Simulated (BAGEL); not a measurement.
# doublet [SiHClF2]+: levels of theory compared

Wanted: a comparison of 3 runs (ROHF/6-31G*, ROHF/6-311+G**, UHF/6-311+G**) of doublet [SiHClF2]+. 

The results are computed with BAGEL 1.2.2.

3 further runs of the same task are left out: 3 that didn't finish.

## (1) The molecule

The species is [SiHClF2]+ (5 atoms), meant as a doublet with charge +1. SMILES of the parent species: `F[SiH](F)Cl`. The coordinates come from a PBE0-D4/def2-TZVP relaxation. That shape belongs to the parent species and isn't relaxed for this state.

Bond lengths: F1–Si2 1.577 Å, Si2–F3 1.577 Å, Si2–Cl4 2.018 Å, Si2–H5 1.465 Å. Angles: F1–Si2–F3 107.6°, F1–Si2–Cl4 109.0°, F3–Si2–Cl4 109.0°, F1–Si2–H5 109.8°, F3–Si2–H5 109.8°, Cl4–Si2–H5 111.5°.

## (2) A single-point energy at ROHF/6-31G(d) (density fitting with qzvpp-jkfit, spherical functions) (run 1)

Input file calc.json:

```json
{ "bagel": [

{
  "title": "molecule",
  "basis": "6-31gs.json",
  "df_basis": "qzvpp-jkfit",
  "angstrom": "true",
  "geometry": [
    { "atom": "F", "xyz": [   -0.339600,   -0.621400,    1.420100 ] },
    { "atom": "Si", "xyz": [    0.095900,   -0.000200,    0.037800 ] },
    { "atom": "F", "xyz": [   -0.033500,    1.566800,    0.156500 ] },
    { "atom": "Cl", "xyz": [   -1.157500,   -0.656000,   -1.401500 ] },
    { "atom": "H", "xyz": [    1.484600,   -0.363000,   -0.254200 ] }
  ]
},
{ "title": "rohf", "charge": 1, "nopen": 1 },
{ "title": "print", "file": "orbitals.molden", "orbitals": "true" }

]}
```

The basis set 6-31G* is read from a file made from the Basis Set Exchange's data (not shown).

Launch:

```console
$ BAGEL_NUM_THREADS=1 BAGEL calc.json > calc.out
```

The log of the run:

```text
* using 1 threads per process

  ===============================================================
  ===============================================================

  *** Geometry ***

  { "atom" : "F", "xyz" : [     -0.641751,     -1.174276,      2.683600 ] },
  { "atom" : "Si", "xyz" : [      0.181225,     -0.000378,      0.071432 ] },
  { "atom" : "F", "xyz" : [     -0.063306,      2.960823,      0.295742 ] },
  { "atom" : "Cl", "xyz" : [     -2.187358,     -1.239660,     -2.648451 ] },
  { "atom" : "H", "xyz" : [      2.805487,     -0.685971,     -0.480368 ] },

  Number of auxiliary basis functions:      428

  Since a DF basis is specified, we compute 2- and 3-index integrals:
    o Being stored without compression. Storage requirement is 0.015 GB

  Number of basis functions:       66
  Number of electrons      :       50

    * METHOD: MOLECULE                             0.20

  *** Open-shell HF ***

  === Nuclear Repulsion ===
   230.9265161393

      * DIIS with orbital gradients will be used.

  === ROHF iteration (6-31gs.json) ===
      0       -947.29602200          0.05308658           0.11
      1       -947.46075646          0.03570877           0.11
      2       -947.52461473          0.02268995           0.10
      3       -947.56838566          0.00290769           0.11
      4       -947.57601757          0.00283382           0.10
      5       -947.58184230          0.00253191           0.10
      6       -947.59181825          0.00185177           0.10
      7       -947.59037581          0.00205780           0.10
      8       -947.59385950          0.00079880           0.10
      9       -947.59506097          0.00079299           0.10
     10       -947.59560858          0.00018462           0.08
     11       -947.59572382          0.00009743           0.08
     12       -947.59572035          0.00003288           0.08
     13       -947.59572680          0.00000981           0.08
     14       -947.59572653          0.00000319           0.09
     15       -947.59572672          0.00000095           0.09
     16       -947.59572675          0.00000030           0.08
     17       -947.59572675          0.00000010           0.08
     18       -947.59572673          0.00000006           0.10
     19       -947.59572673          0.00000003           0.10
     20       -947.59572673          0.00000001           0.09
     21       -947.59572673          0.00000001           0.10
    * SCF iteration converged.

    * S^2 (ROHF) is 0.7500

    * Permanent dipole moment:
           (    0.233280,     0.988278,     1.767841) a.u.

    * METHOD: ROHF                                 2.25

    * METHOD: PRINT                                0.01

  ===============================================================
```

Wall time 2.7 s (1 thread of Intel Xeon Platinum 8488C (Sapphire Rapids), shared host).

## (3) The energy at ROHF/6-311+G(d,p) (density fitting with qzvpp-jkfit) (run 2)

Input file input.json:

```json
{ "bagel" : [

{
  "title" : "molecule",
  "basis" : "6-311+gss.json",
  "df_basis" : "qzvpp-jkfit",
  "angstrom" : true,
  "geometry" : [
    { "atom" : "F", "xyz" : [      -0.339600,      -0.621400,       1.420100 ] },
    { "atom" : "Si", "xyz" : [       0.095900,      -0.000200,       0.037800 ] },
    { "atom" : "F", "xyz" : [      -0.033500,       1.566800,       0.156500 ] },
    { "atom" : "Cl", "xyz" : [      -1.157500,      -0.656000,      -1.401500 ] },
    { "atom" : "H", "xyz" : [       1.484600,      -0.363000,      -0.254200 ] }
  ]
},

{
  "title" : "rohf",
  "charge" : 1,
  "nopen" : 1
},

{
  "title" : "print",
  "file" : "orbitals.molden",
  "orbitals" : true
}

]}
```

The basis set 6-311+G** is read from a file made from the Basis Set Exchange's data (not shown).

Launch:

```console
$ BAGEL_NUM_THREADS=1 BAGEL input.json > input.out
```

The log of the run:

```text
* using 1 threads per process

  ===============================================================
  ===============================================================

  *** Geometry ***

  { "atom" : "F", "xyz" : [     -0.641751,     -1.174276,      2.683600 ] },
  { "atom" : "Si", "xyz" : [      0.181225,     -0.000378,      0.071432 ] },
  { "atom" : "F", "xyz" : [     -0.063306,      2.960823,      0.295742 ] },
  { "atom" : "Cl", "xyz" : [     -2.187358,     -1.239660,     -2.648451 ] },
  { "atom" : "H", "xyz" : [      2.805487,     -0.685971,     -0.480368 ] },

  Number of auxiliary basis functions:      428

  Since a DF basis is specified, we compute 2- and 3-index integrals:
    o Being stored without compression. Storage requirement is 0.041 GB

  Number of basis functions:      110
  Number of electrons      :       50

    * METHOD: MOLECULE                             0.21

  *** Open-shell HF ***

  === Nuclear Repulsion ===
   230.9265161393

      * DIIS with orbital gradients will be used.

  === ROHF iteration (6-311+gss.json) ===
      0       -947.28815886          0.05966090           0.17
      1       -947.48255066          0.04657375           0.17
      2       -947.58567446          0.03160354           0.18
      3       -947.67040375          0.00264106           0.20
      4       -947.67852887          0.00251286           0.20
      5       -947.68328028          0.00234426           0.20
      6       -947.69533600          0.00119575           0.19
      7       -947.69551929          0.00162400           0.17
      8       -947.69804958          0.00069644           0.16
      9       -947.69896209          0.00076146           0.16
     10       -947.69970439          0.00015761           0.16
     11       -947.69982021          0.00008287           0.16
     12       -947.69983854          0.00005217           0.18
     13       -947.69983222          0.00001353           0.17
     14       -947.69983509          0.00000509           0.18
     15       -947.69983506          0.00000170           0.17
     16       -947.69983525          0.00000066           0.16
     17       -947.69983527          0.00000020           0.17
     18       -947.69983527          0.00000006           0.18
     19       -947.69983527          0.00000004           0.17
     20       -947.69983527          0.00000002           0.17
     21       -947.69983527          0.00000001           0.16
    * SCF iteration converged.

    * S^2 (ROHF) is 0.7500

    * Permanent dipole moment:
           (    0.219311,     1.046027,     1.864466) a.u.

    * METHOD: ROHF                                 4.04

    * METHOD: PRINT                                0.02

  ===============================================================
```

Run time: 4.5 s. Hardware: 1 thread of Intel Xeon Platinum 8488C (Sapphire Rapids), shared host; peak memory 0.13 GiB.

## (4) The energy at UHF/6-311+G(d,p) (density fitting with qzvpp-jkfit) (run 3)

Input file calc.json:

```json
{ "bagel" : [

{
  "title" : "molecule",
  "basis" : "6-311+gss.json",
  "df_basis" : "qzvpp-jkfit",
  "angstrom" : true,
  "geometry" : [
    { "atom" : "F", "xyz" : [   -0.339600,   -0.621400,    1.420100 ] },
    { "atom" : "Si", "xyz" : [    0.095900,   -0.000200,    0.037800 ] },
    { "atom" : "F", "xyz" : [   -0.033500,    1.566800,    0.156500 ] },
    { "atom" : "Cl", "xyz" : [   -1.157500,   -0.656000,   -1.401500 ] },
    { "atom" : "H", "xyz" : [    1.484600,   -0.363000,   -0.254200 ] }
  ]
},
{ "title" : "uhf", "charge" : 1, "nopen" : 1 },
{ "title" : "print", "file" : "orbitals.molden", "orbitals" : true }

]}
```

The basis set 6-311+G** is read from a file made from the Basis Set Exchange's data (not shown).

Launch:

```console
$ BAGEL_NUM_THREADS=1 BAGEL calc.json > calc.out
```

The log of the run:

```text
* using 1 threads per process

  ===============================================================
  ===============================================================

  *** Geometry ***

  { "atom" : "F", "xyz" : [     -0.641751,     -1.174276,      2.683600 ] },
  { "atom" : "Si", "xyz" : [      0.181225,     -0.000378,      0.071432 ] },
  { "atom" : "F", "xyz" : [     -0.063306,      2.960823,      0.295742 ] },
  { "atom" : "Cl", "xyz" : [     -2.187358,     -1.239660,     -2.648451 ] },
  { "atom" : "H", "xyz" : [      2.805487,     -0.685971,     -0.480368 ] },

  Number of auxiliary basis functions:      428

  Since a DF basis is specified, we compute 2- and 3-index integrals:
    o Being stored without compression. Storage requirement is 0.041 GB

  Number of basis functions:      110
  Number of electrons      :       50

    * METHOD: MOLECULE                             0.23

  *** Open-shell HF ***

  === Nuclear Repulsion ===
   230.9265161393

      * DIIS with orbital gradients will be used.

  === UHF iteration (6-311+gss.json) ===
      0       -947.28815886          0.05966090           0.19
      1       -947.49069253          0.04652138           0.20
      2       -947.59568714          0.03156845           0.20
      3       -947.67958665          0.00231203           0.20
      4       -947.68603079          0.00191990           0.16
      5       -947.69109018          0.00162676           0.16
      6       -947.69847851          0.00104315           0.17
      7       -947.70123837          0.00081232           0.16
      8       -947.70316328          0.00071974           0.17
      9       -947.70365458          0.00059408           0.19
     10       -947.70424391          0.00014081           0.17
     11       -947.70428435          0.00006310           0.19
     12       -947.70429782          0.00002558           0.18
     13       -947.70430176          0.00001141           0.17
     14       -947.70430353          0.00000482           0.16
     15       -947.70430391          0.00000211           0.16
     16       -947.70430398          0.00000077           0.17
     17       -947.70430398          0.00000037           0.19
     18       -947.70430398          0.00000020           0.19
     19       -947.70430398          0.00000014           0.17
     20       -947.70430398          0.00000010           0.19
     21       -947.70430398          0.00000006           0.18
     22       -947.70430398          0.00000003           0.19
     23       -947.70430398          0.00000001           0.19
     24       -947.70430398          0.00000001           0.18
    * SCF iteration converged.

    * S^2 (UHF) is 0.7576

    * Permanent dipole moment:
           (    0.214584,     1.045009,     1.861559) a.u.

    * METHOD: UHF                                  4.69

    * METHOD: PRINT                                0.02

  ===============================================================
```

Run time: 5.4 s. Hardware: 1 thread of Intel Xeon Platinum 8488C (Sapphire Rapids), shared host; peak memory 0.13 GiB.

## (5) The series

```tsv
run	level	energy (Eh)	⟨S²⟩	wall time
1	ROHF/6-31G* (density fitting with qzvpp-jkfit, spherical functions)	-947.595727	0.750	2.7 s
2	ROHF/6-311+G** (density fitting with qzvpp-jkfit)	-947.699835	0.750	4.5 s
3	UHF/6-311+G** (density fitting with qzvpp-jkfit)	-947.704304	0.758	5.4 s
```

## (6) Outcome

| quantity | value |
| --- | --- |
| run 3: total energy | -947.70430 Eh |
| run 3: ⟨S²⟩ | 0.758 |

In words: Over the runs the total energy spans 2.955 eV. All runs together took 13 s, the longest 5.4 s.
